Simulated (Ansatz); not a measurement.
# CH6GeSe: the cost of one run

Computed with Ansatz 0.2.0 through its Python package. Level of theory: MP2/def2-SVP.

## (1) The system

Bond lengths: C1–Se2 1.886 Å, Se2–Ge3 2.349 Å, C1–H4 1.054 Å, C1–H5 1.165 Å, C1–H6 1.134 Å, Ge3–H7 1.606 Å, Ge3–H8 1.491 Å, Ge3–H9 1.591 Å. Angles: C1–Se2–Ge3 89.9°, Se2–C1–H4 111.0°, Se2–C1–H5 110.1°, Se2–C1–H6 112.8°, H4–C1–H5 106.6°, H4–C1–H6 111.3°, H5–C1–H6 104.6°, Se2–Ge3–H7 108.3°, Se2–Ge3–H8 110.2°, Se2–Ge3–H9 110.0°, H7–Ge3–H8 109.0°, H7–Ge3–H9 107.1°, H8–Ge3–H9 112.1°.

The script holds or builds the structure itself.

## (2) The code

Contents of scan_ch6gese.py:

```python
"""Stretching a bond of CH6GeSe, the rest held rigid."""

import ansatz as az
import numpy as np

SETTINGS = {
    "basis": "def2-SVP",
    "method": "mp2",
}

geometry_ang = [
    ("C", [-0.7439, 0.9852, -0.8685]),
    ("Se", [1.0954, 0.573, -0.9193]),
    ("Ge", [0.786, -0.9964, 0.8013]),
    ("H", [-1.3264, 0.1407, -1.1106]),
    ("H", [-0.9941, 1.8012, -1.6617]),
    ("H", [-1.0655, 1.4387, 0.1197]),
    ("H", [2.2094, -1.6571, 1.1431]),
    ("H", [-0.1527, -2.0673, 0.3588]),
    ("H", [0.2802, -0.2643, 2.1201]),
]
ch6gese = az.Crystal.molecule()
for symbol, xyz in geometry_ang:
    ch6gese = ch6gese.atom(symbol, xyz)

symbols = [site.symbol for site in ch6gese.cartesian_sites]
start = np.array([site.position_ang for site in ch6gese.cartesian_sites])
axis = (start[6] - start[2]) / np.linalg.norm(start[6] - start[2])
moving = [6]
lengths, energies = [1.37, 1.48, 1.61, 1.77, 2.01, 2.41, 2.89, 3.53], []
for length in lengths:
    xyz = start.copy()
    xyz[moving] += (length - np.linalg.norm(start[6] - start[2])) * axis
    point = az.Crystal.molecule()
    for symbol, place in zip(symbols, xyz):
        point = point.atom(symbol, place.tolist())
    model = point.calculation().basis(gaussian=SETTINGS["basis"]).correlation(SETTINGS["method"])
    data = model.run(threads=1).report
    energies.append(data["free_energy_ev"])
    print(f"r = {length:6.3f} A  E = {energies[-1]:.5f} eV  <S^2> = {abs(data['mean_field']['state']['spin_squared']):.3f}")

print("energy above the lowest point (eV):", [round(e - min(energies), 3) for e in energies])
```

## (3) What the engine is handed

The package turns the script's settings into the engine's input (first run):

```yaml
crystal:
  periodic: [false, false, false]
  atoms:
    - { symbol: C, position_ang: [-0.7439, 0.9852, -0.8685] }
    - { symbol: Se, position_ang: [1.0954, 0.573, -0.9193] }
    - { symbol: Ge, position_ang: [0.786, -0.9964, 0.8013] }
    - { symbol: H, position_ang: [-1.3264, 0.1407, -1.1106] }
    - { symbol: H, position_ang: [-0.9941, 1.8012, -1.6617] }
    - { symbol: H, position_ang: [-1.0655, 1.4387, 0.1197] }
    - { symbol: H, position_ang: [2.0001897350837807, -1.5599908093085948, 1.0928624922380472] }
    - { symbol: H, position_ang: [-0.1527, -2.0673, 0.3588] }
    - { symbol: H, position_ang: [0.2802, -0.2643, 2.1201] }
basis:
  gaussian:
    orbitals: def2-SVP
correlation:
  method: mp2
```

## (4) Running it

Launch:

```console
> python scan_ch6gese.py
```

**Question.** How long does this script take on 1 thread of Arm Neoverse V1, shared host, and how much memory does it need?

About 48 s, with a peak of 0.35 GiB.
